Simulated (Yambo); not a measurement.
Au: optical spectrum with PBEsol

Au:

```
CELL_PARAMETERS angstrom
0.00000 2.03500 2.03500
2.03500 0.00000 2.03500
2.03500 2.03500 0.00000
ATOMIC_POSITIONS crystal
Au 0.00000 0.00000 0.00000
```

```json
{"Program": "Yambo 5.3.0", "Task": "optical spectrum", "Functional": "PBEsol", "Potentials or basis": "PseudoDojo 0.4.1 SR PBEsol standard", "Cutoff": "1034 eV", "Density cutoff": "4136 eV", "k mesh": "18 × 18 × 18", "Occupations": "fermi-dirac, width 0.05 eV", "Spin": "no spin polarisation", "k mesh of the self-consistent run": "18 × 18 × 18", "Direction of the field or of q to 0": "x", "Broadening": "0.1 eV", "Kernel": "none (independent particles)", "Top of the energy range": "15 eV", "Energy points": "300", "Correction of the levels": "none", "Bands in the response": "25"}
```

The band gap on the k mesh, mean-field level is none (metal or under the smearing width).

Dielectric function (along the field direction of the input):
| energy (eV) | real part | imaginary part |
| --- | --- | --- |
| 0.25 | 9.50 | 0.03 |
| 1.00 | 10.26 | 0.20 |
| 1.76 | 12.94 | 2.39 |
| 2.56 | 6.07 | 7.08 |
| 3.31 | 6.41 | 6.64 |
| 4.11 | 5.08 | 5.87 |
| 4.87 | 2.74 | 5.09 |
| 5.67 | 4.77 | 5.04 |
| 6.42 | 4.19 | 4.47 |
| 7.22 | 2.97 | 5.96 |
| 7.98 | 2.22 | 4.40 |
| 8.78 | 0.24 | 4.00 |
| 9.53 | 0.65 | 3.03 |
| 10.33 | 0.74 | 2.90 |
| 11.09 | 1.84 | 2.41 |
| 11.89 | 1.80 | 3.03 |
| 12.64 | 1.21 | 2.97 |
| 13.44 | 1.40 | 2.76 |
| 14.20 | 1.04 | 1.96 |
| 15.00 | 0.95 | 2.04 |

Run time: 81 s on 1 thread of Arm Neoverse V2, on a shared host.

Caveat: the intraband (Drude) term of the metal is left out; independent-particle spectra lack excitons. Spin-orbit coupling is left out, which matters for the levels of Au.
